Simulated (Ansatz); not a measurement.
# TiTeS4: the cost of one run

Program: Ansatz 0.2.0. Level of theory: DFT PBE, scalar-relativistic, plane waves, PAW. These are calculated values, not measurements.

The COD entry's cell or inner coordinates are ideal or old and differ from later refinements, so a difference from it is no clean test against experiment.

## (1) Starting point

Symmetry: F-43m, No. 216, cubic system. Conventional cell: a = 7.922 Å, b = 7.922 Å, c = 7.922 Å, α = 90.00°, β = 90.00°, γ = 90.00°. Ti (site symmetry -43m) is surrounded by 12 S at 3.28 Å and 4 Te at 3.43 Å. Te (site symmetry -43m) has 12 S at 3.28 Å and 4 Ti at 3.43 Å in its first shell of neighbours. S (site symmetry 3m) has 6 S at 2.80 Å and 3 Ti at 3.28 Å and 3 Te at 3.28 Å in its first shell of neighbours.

Structure file:

```
Ti Te S
1.0
     0.00000    3.96092    3.96092
     3.96092    0.00000    3.96092
     3.96092    3.96092    0.00000
Ti Te S
1 1 4
Direct
  0.75000 0.75000 0.75000
  0.00000 0.00000 0.00000
  0.37500 0.87500 0.37500
  0.37500 0.37500 0.87500
  0.37500 0.37500 0.37500
  0.87500 0.37500 0.37500
```

(A quick probe on a coarse mesh, which set the mesh and smearing, is not shown.)

## (3) Rough relaxation on the coarse mesh

File input.yaml:

```yaml
crystal:
  lattice:
    - [0.0, 3.9609155954, 3.9609155954]
    - [3.9609155954, 0.0, 3.9609155954]
    - [3.9609155954, 3.9609155954, 0.0]
  atoms:
    - { symbol: Ti, position: [0.75, 0.75, 0.75], spin: 0.89 }
    - { symbol: Te, position: [0.0, 0.0, 0.0], spin: -0.17 }
    - { symbol: S, position: [0.375, 0.875, 0.375] }
    - { symbol: S, position: [0.375, 0.375, 0.875] }
    - { symbol: S, position: [0.375, 0.375, 0.375] }
    - { symbol: S, position: [0.875, 0.375, 0.375] }
basis:
  ecutwfc: 420
kpoints:
  mp_grid: { grid: [4, 4, 4] }
hamiltonian:
  xc: pbe
scf:
  occupations: { method: gaussian, width: 0.1 }
  lower_state_search: "off"
output:
  forces: true
  stress: true
  eigenvalues: true
  populations: true
magnetization:
  spin_polarized: true
relax:
  adjacent_minimum: "off"
  f_tol: 0.04
  max_steps: 70
  cell: { stress_tol: 0.4 }
```

The run is started by

```sh
ansatz run input.yaml --threads 1 --pin off --max-ram 2560MiB --backend cpu --events-out ev --progress --plain --runs-dir out
```

**Question.** How long does this run take on 1 thread of Arm Neoverse V1, shared host, and how much memory does it need?

About 55 s, with a peak of 0.39 GiB.
